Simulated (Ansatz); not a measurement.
# CH₃AlF₂S: how energies converge with the basis set

One table from this session's results is given with a row withheld; the runs are named, their logs left out.

Method: one geometry, several basis sets; program: Ansatz 0.2.0, Gaussian basis.

Plan: PBE0-D4/def2-SVP; ωB97M-V/def2-SVP; PBE0-D4/def2-QZVPP; ωB97M-V/def2-QZVPP; CCSD(T)/cc-pV(D+d)Z; CCSD(T)/cc-pV(T+d)Z; CCSD(T)/cc-pV(Q+d)Z; the functionals' def2-TZVPP values are taken from earlier runs.

## The relaxed structure

All runs share one geometry, relaxed beforehand with PBE0-D4 in a triple-zeta def2 set.

SMILES `C[S][Al]([F])[F]`, 8 atoms, charge 0, spin multiplicity 1.

Atoms are counted from 1 here; the program's logs count them from 0.

Bond lengths: C1–S2 1.828 Å, C1–H6 1.089 Å, C1–H7 1.089 Å, C1–H8 1.088 Å, S2–Al3 2.143 Å, Al3–F4 1.637 Å, Al3–F5 1.642 Å. Angles: S2–C1–H6 108.4°, S2–C1–H7 108.1°, S2–C1–H8 112.1°, H6–C1–H7 109.5°, H6–C1–H8 109.4°, H7–C1–H8 109.3°, C1–S2–Al3 100.8°, S2–Al3–F4 120.9°, S2–Al3–F5 120.3°, F4–Al3–F5 118.8°.

Set-up of the first run:

File in.yaml:

```yaml
crystal:
  periodic: [false, false, false]
  atoms:
    - {symbol: C, position_ang: [-0.685181, -0.190984, 1.173474]}
    - {symbol: S, position_ang: [0.485116, -1.211200, 0.207719]}
    - {symbol: Al, position_ang: [0.908146, 0.103348, -1.431667]}
    - {symbol: F, position_ang: [1.930358, -0.347135, -2.628219]}
    - {symbol: F, position_ang: [0.210071, 1.587676, -1.506263]}
    - {symbol: H, position_ang: [-1.638195, -0.714933, 1.221039]}
    - {symbol: H, position_ang: [-0.283000, -0.074990, 2.178411]}
    - {symbol: H, position_ang: [-0.835014, 0.791117, 0.729905]}
basis:
  gaussian: {orbitals: def2-SVP}
hamiltonian: {xc: pbe0, dispersion: d4}
output: {orbitals: {seedname: orbitals}}
```

Started as:

```
$ ansatz run in.yaml --threads 2 --pin off --events-out ev --progress --plain --max-ram 32768MiB --backend cpu
```

Steps of the session up to this table: PBE0-D4 in def2-SVP; ωB97M-V in def2-SVP; PBE0-D4 in def2-QZVPP; ωB97M-V in def2-QZVPP.

One table of the session follows, with a row left open; its other results are not shown here.

It belongs to the step «Functionals by basis». 

| functional | basis | HOMO (eV) |
| --- | --- | --- |
| PBE0-D4 | def2-SVP | ? |
| PBE0-D4 | def2-TZVPP | -7.64 |
| PBE0-D4 | def2-QZVPP | -7.66 |
| ωB97M-V | def2-SVP | -9.66 |
| ωB97M-V | def2-TZVPP | -9.80 |
| ωB97M-V | def2-QZVPP | -9.84 |

Q: Estimate the row for PBE0-D4, def2-SVP from the others.

As computed: HOMO (eV): -7.54. In the column «HOMO (eV)» it is the highest.
